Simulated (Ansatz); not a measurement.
# CH4Si: the cost of one run

Method: PBE0-D4/def2-TZVP structures, single points in def2-TZVPP, no counterpoise correction; program: Ansatz 0.2.0, Gaussian basis.

Levels: SPW92, PBE-D4, BLYP-D4, r2SCAN-D4, B97M-V, PBE0-D4, B3LYP-D4, r2SCAN0-D4, BHLYP-D4, CAM-B3LYP-D4, wB97X-V, wB97M-V, B2PLYP, PBE-QIDH, RPA on PBE, Hartree-Fock, MP2, CCSD, CCSD(T).

Cores are frozen in the correlated methods. B3LYP uses VWN-RPA correlation. B2PLYP carries no dispersion term here.

56 further runs of the same task are left out: 56 set aside as unsound or not needed.

**1. Where the work starts**

The complex: 13 atoms, charge 0, spin multiplicity 1.

Atoms are counted from 1 here; the program's logs count them from 0.

Bond lengths: Si1–N2 2.015 Å, Si1–H5 1.533 Å, Si1–C6 1.928 Å, N2–C3 1.468 Å, N2–H4 1.015 Å, N2–H7 1.016 Å, C3–H8 1.089 Å, C3–H9 1.092 Å, C3–H10 1.090 Å, C6–H11 1.095 Å, C6–H12 1.096 Å, C6–H13 1.096 Å. Angles: N2–Si1–H5 87.9°, N2–Si1–C6 92.5°, H5–Si1–C6 96.7°, Si1–N2–C3 113.0°, Si1–N2–H4 107.1°, Si1–N2–H7 108.8°, C3–N2–H4 110.2°, C3–N2–H7 110.7°, H4–N2–H7 106.9°, N2–C3–H8 108.4°, N2–C3–H9 112.0°, N2–C3–H10 108.4°, H8–C3–H9 109.7°, H8–C3–H10 108.2°, H9–C3–H10 110.0°, Si1–C6–H11 111.7°, Si1–C6–H12 107.3°, Si1–C6–H13 115.9° and more.

As a file:

```csv
atom,x (Å),y (Å),z (Å)
Si1,-0.69610,0.02902,1.15282
N2,0.74903,0.03887,-0.25183
C3,1.80768,-0.94429,0.00877
H4,1.13895,0.97606,-0.27187
H5,-1.12153,-1.34590,0.62423
C6,-1.88746,1.07291,0.05352
H7,0.32372,-0.12269,-1.16036
H8,1.36293,-1.93853,-0.00072
H9,2.60727,-0.89138,-0.73276
H10,2.21043,-0.76040,1.00451
H11,-1.62850,2.13637,0.07210
H12,-2.88799,0.99582,0.49317
H13,-1.97822,0.75434,-0.99158
```

Its parts: CH4Si holds atoms 1, 5, 6, 11, 12, 13; CH5N holds atoms 2, 3, 4, 7, 8, 9, 10. Each part counts its atoms afresh in its own runs.

**2. Relaxing CH4Si alone**

Input file relax-a/in.yaml:

```yaml
crystal:
  periodic: [false, false, false]
  atoms:
    - {symbol: Si, position_ang: [-0.696104, 0.029023, 1.152817]}
    - {symbol: H, position_ang: [-1.121531, -1.345902, 0.624233]}
    - {symbol: C, position_ang: [-1.887465, 1.072911, 0.053522]}
    - {symbol: H, position_ang: [-1.628502, 2.136370, 0.072096]}
    - {symbol: H, position_ang: [-2.887987, 0.995824, 0.493175]}
    - {symbol: H, position_ang: [-1.978222, 0.754340, -0.991584]}
basis:
  gaussian: {orbitals: def2-TZVP}
hamiltonian: {xc: pbe0, dispersion: d4}
relax: {f_tol: 0.005, max_steps: 200}
```

Launch:

```console
> ansatz run in.yaml --threads 4 --pin off --events-out ev --progress --plain --max-ram 9574MiB
```

**Question.** How long does this run take on 4 threads of Arm Neoverse V2, shared host?

About 4.9 s.
